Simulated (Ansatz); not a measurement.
# CH₄AlFS: a ladder of functionals and wavefunction methods

How much do the methods differ for CH₄AlFS? The plan is to run it at one geometry with functionals of several rungs and with coupled cluster. The yardstick is the atomisation energy at the CCSD(T) limit.

The runs use Ansatz 0.2.0, Gaussian basis; functionals in def2-TZVPP, the program's frozen cores in correlated methods.

Levels to be run: LDA (SPW92), PBE-D4, revPBE-D4, BLYP-D4, r2SCAN-D4, B97M-V, PBE0-D4, B3LYP-D4, r2SCANh-D4, r2SCAN0-D4, HSE06-D4, BHLYP-D4, CAM-B3LYP-D4, LC-ωPBE, ωB97X-V, ωB97M-V, B2PLYP, PBE-QIDH; CCSD(T)/def2-SVP; CCSD(T)/def2-TZVPP; MP2/def2-QZVPP; extrapolation to the limit; RPA on PBE.

## (1) The relaxed structure

An earlier PBE0-D4 in a triple-zeta def2 set relaxation fixed the geometry.

8 atoms, charge 0, spin multiplicity 1.

Atoms are counted from 1 here; the program's logs count them from 0.

Bond lengths: F1–Al3 1.651 Å, C2–Al3 1.954 Å, C2–S4 1.804 Å, C2–H5 1.094 Å, C2–H7 1.094 Å, Al3–H6 1.573 Å, S4–H8 1.345 Å. Angles: Al3–C2–S4 109.4°, Al3–C2–H5 108.8°, Al3–C2–H7 108.8°, S4–C2–H5 111.2°, S4–C2–H7 111.1°, H5–C2–H7 107.6°, F1–Al3–C2 115.9°, F1–Al3–H6 117.9°, C2–Al3–H6 126.2°, C2–S4–H8 99.1°.

## (2) LDA

This LDA is Slater exchange with PW92 correlation.

File in.yaml:

```yaml
crystal:
  periodic: [false, false, false]
  atoms:
    - {symbol: F, position_ang: [2.638846, 0.554263, 0.552016]}
    - {symbol: C, position_ang: [-0.105322, -0.304496, -0.496633]}
    - {symbol: Al, position_ang: [1.013253, 0.582806, 0.837951]}
    - {symbol: S, position_ang: [-1.835881, -0.182665, -0.003233]}
    - {symbol: H, position_ang: [0.208758, -1.349159, -0.581027]}
    - {symbol: H, position_ang: [0.507157, 1.309669, 2.138103]}
    - {symbol: H, position_ang: [0.062305, 0.170220, -1.468119]}
    - {symbol: H, position_ang: [-2.396916, -0.837640, -1.034860]}
basis:
  gaussian: {orbitals: def2-TZVPP}
hamiltonian: {xc: lda}
output: {orbitals: {seedname: orbitals}}
```

Launch:

```bash
$ ansatz run in.yaml --threads 2 --pin off --events-out ev --progress --plain --max-ram 4352MiB
```

Further steps of the session: PBE-D4 (GGA); revPBE-D4 (GGA); BLYP-D4 (GGA); r2SCAN-D4 (meta-GGA); B97M-V (meta-GGA); B3LYP-D4 (hybrid); r2SCANh-D4 (hybrid); r2SCAN0-D4 (hybrid); HSE06-D4 (hybrid); BHLYP-D4 (hybrid); CAM-B3LYP-D4 (range-separated); LC-ωPBE (range-separated); ωB97X-V (range-separated); ωB97M-V (range-separated); B2PLYP (double hybrid); PBE-QIDH (double hybrid); CCSD(T) in def2-SVP; CCSD(T) in def2-TZVPP; MP2 in def2-QZVPP; RPA on PBE orbitals.

Before running them: what should the planned runs give, taken together? Wanted: atomisation energy, CCSD(T)/CBS; farthest beyond LDA; mean size of error, GGA; mean size of error, meta-GGA; mean size of error, hybrid; mean size of error, range-separated; mean size of error, double hybrid; gap, smallest and largest; T1 diagnostic.

The runs gave:

| quantity | value |
| --- | --- |
| atomisation energy, CCSD(T)/CBS | 2715.6 kJ/mol |
| functionals within 13.6 kJ/mol (0.5 %) | r2SCAN-D4, CAM-B3LYP-D4, ωB97X-V, ωB97M-V |
| farthest beyond LDA | BHLYP-D4 (-96.1 kJ/mol) |
| mean size of error, GGA | 32.1 kJ/mol |
| mean size of error, meta-GGA | 8.0 kJ/mol |
| mean size of error, hybrid | 40.3 kJ/mol |
| mean size of error, range-separated | 9.4 kJ/mol |
| mean size of error, double hybrid | 40.4 kJ/mol |
| gap, smallest and largest | 3.72 eV (LDA (SPW92)), 10.73 eV (LC-ωPBE) |
| T1 diagnostic | 0.0115 |
| triples share of the correlation energy | 3.5 % |

LDA overbinds by 350.8 kJ/mol (13 %). PBE-D4 misses by +15.3 kJ/mol. Double hybrids carry the basis error of their MP2 part in triple zeta, and no dispersion term here, so their miss is partly the set-up's. The rungs meta-GGA, range-separated miss on average by less than the doubt on the reference (13.6 kJ/mol), so they tie. Misses under about 13.6 kJ/mol are within the doubt on the reference itself, which lacks core-valence correlation, relativity and higher excitations. Hartree-Fock recovers 73 % of the binding; the rest is correlation. CCSD(T) in def2-SVP is off by -179.9 kJ/mol, worse than the median functional, from the basis alone. Orbital gaps span 3.7 to 10.7 eV; exact exchange widens them.
